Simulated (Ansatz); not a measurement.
Run this with Ansatz 0.2.0 through its Python package and show what comes out.

The script, `methods_alclfo.py`:
```python
# -*- coding: utf-8 -*-
"""One geometry of AlClFO, method by method."""

from pathlib import Path

import ansatz as az
import numpy as np

geometry_ang = [
    ("O", [1.0848, 0.6468, 1.407]),
    ("Al", [0.0509, -0.0695, 0.0425]),
    ("F", [0.2759, -1.7937, -0.4075]),
    ("Cl", [-1.356, 1.1561, -1.0623]),
]
mol = az.Crystal.molecule()
for symbol, xyz in geometry_ang:
    mol = mol.atom(symbol, xyz)

model = (
    mol.calculation()
    .basis(gaussian="cc-pVDZ")
    .spin("collinear", total=1)
)

print("functional    E (Ha)        dipole (D)   HOMO (eV)  LUMO (eV)")
for name in ["r2scan0", "cam_b3lyp", "pbe", "pbe0", "blyp"]:
    rep = model.functional(name).forces().orbitals().run(threads=1, pin="off", runs_dir="runs").report
    lines = Path(rep["orbitals_path"]).read_text().splitlines()
    field_of = lambda key: [line.split("=")[1].strip() for line in lines if line.startswith(key)]
    orbitals = [(27.211386 * float(e), s, float(n)) for e, s, n in zip(field_of("Ene="), field_of("Spin="), field_of("Occup="))]
    homo = max(e for e, _, n in orbitals if n > 0.5)
    lumo = min(e for e, _, n in orbitals if n < 0.5)
    dipole = 4.803205 * np.linalg.norm(rep["charge_distribution"]["dipole_moment_e_ang"])
    print(f"{name:10s} {rep['free_energy_ev'] / 27.211386246:14.6f} {dipole:9.3f} {homo:11.3f} {lumo:10.3f}")
```

```console
$ python methods_alclfo.py
functional    E (Ha)        dipole (D)   HOMO (eV)  LUMO (eV)
r2scan0       -877.629512     0.630      -9.668     -4.203
cam_b3lyp     -877.759449     0.586     -10.821     -3.506
pbe           -877.290897     0.583      -7.554     -6.648
pbe0          -877.349979     0.620      -9.370     -4.732
blyp          -877.776298     0.611      -7.393     -6.555
```

What to keep in mind:
- Total energies depend on the basis set; only differences at equal settings carry meaning.
- The geometry is a force-field or estimated start, not a minimum of this method, and the basis set is short of its limit. A lower total doesn't mark the better method: functionals have no common bound, and MP2 and coupled cluster aren't variational.
- The run takes the species as open-shell (spin multiplicity 2), which needn't be its ground state.
- Levels such as HOMO and LUMO are orbital energies: with these approximate functionals they aren't the ionisation energy and electron affinity, and their gap isn't the fundamental gap.
- For Al to Cl the sets with a tight d function, cc-pV(X+d)Z, are usual.
- Run time: 50 s on 1 thread of Arm Neoverse V1, with other jobs on the host, peak memory 0.29 GiB.
